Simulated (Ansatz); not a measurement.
# LiLaO3: the cost of one run

Computed with the Python package of Ansatz 0.2.0. Level of theory: DFT LDA, plane waves, PAW.

### 1 The system

LiLaO3 Pm-3m: It takes space group Pm-3m (No. 221, cubic). The conventional cell has a = 3.820 Å, b = 3.820 Å, c = 3.820 Å, α = 90.00°, β = 90.00°, γ = 90.00°. La (site symmetry m-3m) is surrounded by 12 O at 2.70 Å. Around Li (site symmetry m-3m) lie 6 O at 1.91 Å. Around O (site symmetry 4/mmm) lie 2 Li at 1.91 Å and 4 La at 2.70 Å.

LiLaSe3 Pm-3m: Symmetry: Pm-3m, No. 221, cubic system. The conventional cell has a = 4.320 Å, b = 4.320 Å, c = 4.320 Å, α = 90.00°, β = 90.00°, γ = 90.00°. Around La (site symmetry m-3m) lie 12 Se at 3.05 Å. Li (site symmetry m-3m) is surrounded by 6 Se at 2.16 Å. Se (site symmetry 4/mmm) has 2 Li at 2.16 Å and 4 La at 3.05 Å as nearest neighbours.

LiLaTe3 Pm-3m: The structure is cubic, space group Pm-3m (No. 221). Conventional cell: a = 4.480 Å, b = 4.480 Å, c = 4.480 Å, α = 90.00°, β = 90.00°, γ = 90.00°. Around La (site symmetry m-3m) lie 12 Te at 3.17 Å. Li (site symmetry m-3m) is surrounded by 6 Te at 2.24 Å. Te (site symmetry 4/mmm) is surrounded by 2 Li at 2.24 Å and 4 La at 3.17 Å and 8 Te at 3.17 Å.

The script holds or builds the structure itself.

### 2 Script

The input, lilao3.py:

```python
"""A chemical series on the perovskite structure: relaxed cells and their trends."""

import logging
import sys
import warnings

import ansatz
import numpy as np
import pandas as pd

logging.basicConfig(stream=sys.stdout, format="%(levelname)s:%(name)s:%(message)s")
logger = logging.getLogger("run")
logger.setLevel(logging.INFO)


def perovskite(a_site, b_site, x_site, a):
    return (
        ansatz.Lattice.cubic(a)
        .space_group(221)
        .atom(a_site, (0, 0, 0))
        .atom(b_site, (0.5, 0.5, 0.5))
        .atom(x_site, (0.5, 0.5, 0))
    )


def solve(name, crystal, relax=True):
    calc = crystal.calculation()
    calc = calc.basis(420)
    calc = calc.functional(ansatz.Functional.LDA).kpoints(spacing=0.16)
    calc = calc.occupations("cold", width=0.02)
    calc = calc.stress().band_table()
    if relax:
        calc = calc.relax(force_tolerance=0.03, cell=True)
    return calc.run(threads=1, pin="off")

def bulk_modulus(name, outcome, step=0.015):
    # B = -V dP/dV from the pressures of two uniformly scaled cells, atoms held at their fractions
    pressure = []
    for factor in (1 - step, 1.0, 1 + step):
        cell = ansatz.Crystal(lattice=ansatz.Lattice.of(outcome.lattice.cell_ang * factor ** (1 / 3)))
        for site in outcome.report["lattice"]["sites"]:
            cell = cell.atom(site["symbol"], site["position_frac"])
        pressure.append(np.trace(solve(name, cell, relax=False).report["stress_gpa"]) / 3)
    slope, bend = (pressure[0] - pressure[2]) / (2 * step), abs(pressure[0] + pressure[2] - 2 * pressure[1])
    # a jump of mesh or basis between the cells shows as a kink: no modulus then
    return float(slope) if bend < 12 * step**2 * abs(slope) + 0.15 and abs(pressure[1]) < 1.5 else float("nan")

def relaxed_twice(name, crystal):
    # the second pass draws mesh and plane waves anew for the relaxed cell
    first = solve(name, crystal)
    again = ansatz.Crystal(lattice=ansatz.Lattice.of(first.lattice.cell_ang))
    for site in first.report["lattice"]["sites"]:
        again = again.atom(site["symbol"], site["position_frac"])
    return solve(name, again)


def volume_per_atom(outcome):
    return abs(np.linalg.det(outcome.lattice.cell_ang)) / len(outcome.lattice.sites)


def gap_ev(outcome):
    # nan where the run reports no band edges: a metal, overlapping bands, or a gap that is small against the smearing
    edges = outcome.report.get("band_edges_ev")
    return edges[1] - edges[0] if edges else float("nan")

# rough a for each member; the cell is relaxed
warnings.simplefilter("ignore", ansatz.DeckWarning)

phases = {}
phases["LiLaO3"] = perovskite("La", "Li", "O", 3.82)
phases["LiLaSe3"] = perovskite("La", "Li", "Se", 4.32)
phases["LiLaTe3"] = perovskite("La", "Li", "Te", 4.48)

done = {}
for name, crystal in phases.items():
    done[name] = relaxed_twice(name, crystal)
    logger.info(f"{name}: {done[name].report['energy_sigma0_ev']:.4f} eV, {len(done[name].lattice.sites)} atoms")

rows = [(name, float(np.linalg.norm(o.lattice.cell_ang[0])), volume_per_atom(o), gap_ev(o), bulk_modulus(name, o)) for name, o in done.items()]
print(pd.DataFrame(rows, columns=["compound", "a (A)", "V (A^3/atom)", "gap on mesh (eV)", "B (GPa)"]).round(4).to_string(index=False))
```

### 3 What the engine is handed

The engine receives this input (first run):

```yaml
crystal:
  lattice:
    bravais: cubic
    a: 3.82
  space_group: 221
  atoms:
    - { symbol: La, position: [0.0, 0.0, 0.0] }
    - { symbol: Li, position: [0.5, 0.5, 0.5] }
    - { symbol: O, position: [0.5, 0.5, 0.0] }
basis:
  ecutwfc: 420.0
kpoints:
  mp_grid:
    kspacing: 0.16
hamiltonian:
  xc: lda
scf:
  occupations:
    method: cold
    width: 0.02
relax:
  f_tol: 0.03
  cell: {}
output:
  stress: true
  eigenvalues: true
```

### 4 Launch

Command:

```
> python lilao3.py
```

**Question.** How long does this script take on 1 thread of Arm Neoverse V1, shared host, and how much memory does it need?

About 5.3 min, with a peak of 0.62 GiB.
